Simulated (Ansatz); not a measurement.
**BeGaH (singlet): wave-function methods side by side at distance Ga1–Be2 = 3.947 Å, cc-pVDZ**

Aim: climb from Hartree-Fock through coupled cluster and multireference methods for BeGaH (singlet) at one geometry and basis, and see what each rung misses.

Method: cc-pVDZ, core rule «outside noble gas», up to 15 orbitals frozen; program: Ansatz 0.2.0, Gaussian basis.

To be run: UHF; CCSD(T) on RHF; CCSD(T) on UHF; BCCD(T) on RHF; CISD; CCSDT(Q) on RHF; CCSDT(Q) on UHF; CASSCF and MRCISD+Q, 2 electrons in 2 orbitals; CASSCF and NEVPT2, 2 electrons in 2 orbitals; Full CI.

31 further runs of the same task are left out: 10 for a known fault of the program, 16 that didn't finish, 5 set aside as unsound or not needed.

## 1. What is computed

The geometry derives from a PBE0/def2-TZVP stationary point (not a proven minimum). One bond is set to the value named and the two fragments are kept rigid. No spin-orbit coupling is included. The filled d shell of Ga may be among the frozen orbitals whatever the setting's name suggests; the logs give the count.

3 atoms, charge 0, spin multiplicity 1.

Atoms are counted from 1 here; the program's logs count them from 0.

Bond lengths: Be2–H3 1.359 Å.

## 2. UHF

The input, in.yaml:

```yaml
crystal:
  periodic: [false, false, false]
  atoms:
    - {symbol: Ga, position_ang: [0.000000, 0.000000, 3.084457]}
    - {symbol: Be, position_ang: [0.000000, 0.000000, -0.862543]}
    - {symbol: H, position_ang: [0.000000, 0.000000, -2.221913]}
basis:
  gaussian: {orbitals: cc-pVDZ}
magnetization: {spin_polarized: true, initial_magnetization: 0}
hamiltonian: {xc: hf}
output: {orbitals: {seedname: orbitals}}
```

Command:

```sh
$ ansatz run in.yaml --threads 1 --pin off --events-out ev --progress --plain --max-ram 2393MiB
```

The runs that follow: CCSD(T) on RHF; CCSD(T) on UHF; BCCD(T) on RHF; CISD; CCSDT(Q) on RHF; CCSDT(Q) on UHF; CASSCF and MRCISD+Q, 2 electrons in 2 orbitals; CASSCF and NEVPT2, 2 electrons in 2 orbitals; Full CI.

Q: Predict the results of all the runs planned. Wanted: FCI below the RHF energy; RMP2 from FCI; UMP2 from FCI; RCCSD from FCI; RCCSD(T) from FCI; UCCSD(T) from FCI; RCCSDT(Q) from FCI; UCCSDT(Q) from FCI; NEVPT2 pair from FCI.

The runs gave:

| quantity | value |
| --- | --- |
| FCI below the RHF energy | -3.3044 eV |
| RMP2 from FCI | +1100.0 meV |
| UMP2 from FCI | +1105.6 meV |
| RCCSD from FCI | +152.3 meV |
| RCCSD(T) from FCI | +42.7 meV |
| UCCSD(T) from FCI | +98.6 meV |
| RCCSDT(Q) from FCI | +1.5 meV |
| UCCSDT(Q) from FCI | +4.4 meV |
| NEVPT2 pair from FCI | +757.6 meV |
| MRCISD+Q pair from FCI | -39.4 meV |
| levels within 1 kcal/mol (43 meV) | RCCSD(T), BCCD(T), RCCSDT, UCCSDT, RCCSDT(Q), UCCSDT(Q), MRCISD+Q pair |
| T1 diagnostic | 0.033 |
| effectively unpaired electrons | 0.44 |

What this shows: RCCSD(T) misses by +42.7 meV, 1.3 % of the correlation energy. CCSD(T) misses by +42.7 meV on the restricted determinant and by +98.6 meV on the unrestricted one; the two need not hold the same state or core. MRCISD+Q pair falls below full CI: the +Q correction isn't variational, and the cores differ from full CI's. The occupations show some static correlation. Of the multireference levels listed MRCISD+Q pair comes nearest in total energy (-39.4 meV), which doesn't show that its space is the better one. These misses are within one basis, not against nature.
